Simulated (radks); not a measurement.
# Br⁻ held by a Watson sphere

The task here is to estimate one member of a computed series from the others.

Method: scalar-relativistic Kohn-Sham, PBEsol, spin-unpolarised, spherical densities, point nucleus. Code: radks (a radial shooting solver on a logarithmic mesh, Libxc functionals) version 1.

**The system**

* element: bromine (Z = 35)
* charge: -1
* electrons: 36
* configuration: [Kr]

The outer shells:

Br⁻
```
[Ar] core
3d [↑↓][↑↓][↑↓][↑↓][↑↓]
4s [↑↓]
4p [↑↓][↑↓][↑↓]
```

Set-up of the first run:

The run's settings:

```text
Z 35
configuration [Kr]
relativity scalar-relativistic
functional pbe_sol,pbe_sol
spin unpolarised
nucleus point
c 137.035999084
watson charge 1 radius 2.97 bohr
response adiabatic LDA kernel
```

Steps of the session up to this table: R = 2.97 bohr; R = 3 bohr; R = 3.08 bohr; R = 3.26 bohr; R = 3.56 bohr; R = 3.75 bohr; R = 3.96 bohr; R = 4.87 bohr.

One of the session's tables, all rows but one given; the rest of the session is left out.

| R (bohr) | highest level (eV) | its <r> (bohr) | sum of <r²> (bohr²) | α (bohr³) |
| --- | --- | --- | --- | --- |
| 2.97 | -7.369 | 2.203 | 48.85 | 30.29 |
| 3 | -7.329 | 2.206 | 48.95 | 30.55 |
| 3.08 | -7.222 | 2.213 | 49.20 | 31.25 |
| 3.26 | -6.985 | 2.227 | 49.75 | 32.82 |
| 3.56 | -6.603 | 2.247 | 50.55 | 35.43 |
| 3.75 | ? | ? | ? | ? |
| 3.96 | -6.126 | 2.268 | 51.43 | 38.79 |
| 4.87 | -5.194 | 2.297 | 52.81 | 45.56 |

Estimate the missing values for R (bohr) = 3.75.

Worked estimate for «highest level (eV)». A straight line through the neighbours (3.56, -6.603) and (3.96, -6.126) gives -6.603 + (-6.126 + 6.603) × (3.75 − 3.56) / (3.96 − 3.56) = -6.376; a parabola fitted to 4 rows on both sides gives -6.371.

As computed: highest level (eV): -6.372; its <r> (bohr): 2.257; sum of <r²> (bohr²): 50.99; α (bohr³): 37.05. In «highest level (eV)» the line misses by -0.004 and the parabola by +0.001.

A wider sphere makes a shallower well, so the ion swells.
